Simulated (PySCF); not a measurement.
# Ge2H10O3Si2: the cost of one run

Programs: PySCF 2.14.0. All values are calculated, for the isolated system unless a continuum is named. Atoms count from 0, parts from 1.

### Step 1. Starting point

Each species was relaxed by itself at GFN2-xTB.

### Step 2. Reaction energy: PBE0-D3(BJ)/def2-SVP

Job settings and geometry (Å):

```
{"job": {"kind": "react", "xc": "PBE0", "basis": "def2-SVP", "disp": "d3bj"}, "charge": 0, "multiplicity": 1}
-1 Ge2H10O2Si2 charge 0 multiplicity 1
Si    -0.898530     2.208340     1.081030
Si     0.399910     1.125970    -0.475630
O      1.505570     0.203230     0.297460
Ge     1.734720    -1.335170     1.042950
O     -0.581640     0.228980    -1.423550
Ge    -1.173070    -1.360680    -1.734480
H     -0.382860     3.555910     1.349920
H     -2.300250     2.377020     0.672980
H     -0.959180     1.534260     2.391410
H      1.233120     1.842580    -1.442490
H      3.185440    -1.321990     1.407470
H      1.399490    -2.408750     0.042960
H      0.833860    -1.406920     2.244360
H     -2.368320    -1.110990    -2.600260
H     -1.529020    -1.991310    -0.414370
H     -0.099230    -2.140490    -2.439770

-1 N2O charge 0 multiplicity 1
N      1.118840    -0.062910    -0.005950
N      0.014900    -0.000840    -0.000080
O     -1.133740     0.063750     0.006030

+1 Ge2H10O3Si2 charge 0 multiplicity 1
O     -0.661930    -2.248230     1.333900
Si    -0.432720    -0.876570     0.509310
Si    -2.437850     0.199290     0.339980
O      0.703240    -0.017440     1.317530
Ge     1.413230     1.551620     1.231520
O      0.179540    -1.265620    -0.956670
Ge     1.118420    -0.563070    -2.223070
H      0.068290    -2.830630     1.537200
H     -3.579450    -0.708970     0.206660
H     -2.707160     1.062320     1.500750
H     -2.496680     1.101430    -0.827040
H      1.478080     1.988750    -0.208430
H      2.771310     1.358870     1.833530
H      0.540450     2.463880     2.041130
H      0.415290     0.679690    -2.694380
H      2.489290    -0.246440    -1.690240
H      1.138650    -1.648880    -3.251690

+1 N2 charge 0 multiplicity 1
N      0.549060    -0.004880    -0.005890
N     -0.549060     0.004880     0.005890
```

With the program's defaults for keys left out, this is: PBE0-D3(BJ)/def2-SVP reaction energy of separated species, gas phase.

Started as:

```
$ OMP_NUM_THREADS=1 python cluster_run.py task.json out
```

This one command runs all jobs of the session in turn.

**Question.** How long does this first job take on 1 thread of Intel Xeon at 2.50GHz, shared host, and how much memory does it need?

About 93 s, with a peak of 0.74 GiB.
